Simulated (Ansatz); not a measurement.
# Cl2H2O2Zr: how energies converge with the basis set

Aim: see how fast density functionals converge with the basis set for Cl2H2O2Zr.

Method: one geometry, several basis sets; program: Ansatz 0.2.0, Gaussian basis.

Plan: PBE0-D4/def2-SVP; ωB97M-V/def2-SVP; PBE0-D4/def2-QZVPP; ωB97M-V/def2-QZVPP; the functionals' def2-TZVPP values are taken from earlier runs.

1 further run of the same task is left out (for a known fault of the program).

## 1. The geometry

All runs share one geometry, relaxed beforehand with PBE0-D4 in a triple-zeta def2 set. Zr takes the def2 core potential; no spin-orbit term is included.

SMILES `[OH][Zr]([OH])([Cl])[Cl]`, 7 atoms, charge 0, spin multiplicity 1.

Atoms are counted from 1 here; the program's logs count them from 0.

Bond lengths: O1–Zr2 1.894 Å, O1–H6 0.953 Å, Zr2–O3 1.894 Å, Zr2–Cl4 2.358 Å, Zr2–Cl5 2.358 Å, O3–H7 0.953 Å. Angles: Zr2–O1–H6 171.7°, O1–Zr2–O3 110.7°, O1–Zr2–Cl4 109.0°, O1–Zr2–Cl5 108.9°, O3–Zr2–Cl4 109.0°, O3–Zr2–Cl5 109.0°, Cl4–Zr2–Cl5 110.3°, Zr2–O3–H7 171.6°.

## 2. PBE0-D4 in def2-SVP

File in.yaml:

```yaml
crystal:
  periodic: [false, false, false]
  atoms:
    - {symbol: O, position_ang: [-1.203236, 0.896937, 0.781682]}
    - {symbol: Zr, position_ang: [-0.103570, -0.107205, -0.388605]}
    - {symbol: O, position_ang: [1.532931, -0.557558, 0.451853]}
    - {symbol: Cl, position_ang: [-1.230006, -2.091163, -0.984127]}
    - {symbol: Cl, position_ang: [0.351346, 1.184227, -2.308194]}
    - {symbol: H, position_ang: [-1.654181, 1.389495, 1.461715]}
    - {symbol: H, position_ang: [2.306717, -0.714733, 0.985677]}
basis:
  gaussian: {orbitals: def2-SVP}
hamiltonian: {xc: pbe0, dispersion: d4}
output: {orbitals: {seedname: orbitals}}
```

The run is started by

```console
> ansatz run in.yaml --threads 4 --pin off --events-out ev --progress --plain --max-ram 10444MiB
```

The runs that follow: ωB97M-V in def2-SVP; PBE0-D4 in def2-QZVPP; ωB97M-V in def2-QZVPP.

Q: Predict the results of all the runs planned. Wanted: PBE0-D4: double and triple zeta above quadruple; ωB97M-V: double and triple zeta above quadruple.

As calculated:

| quantity | value |
| --- | --- |
| PBE0-D4: double and triple zeta above quadruple | 14.97, 1.05 eV |
| ωB97M-V: double and triple zeta above quadruple | 14.92, 1.01 eV |

**Reading.** For PBE0-D4 the step from double to triple zeta gains 13.91 eV and the next only 1.05 eV. These are total energies; as a rule much of such shifts cancels in differences, which this series doesn't test.
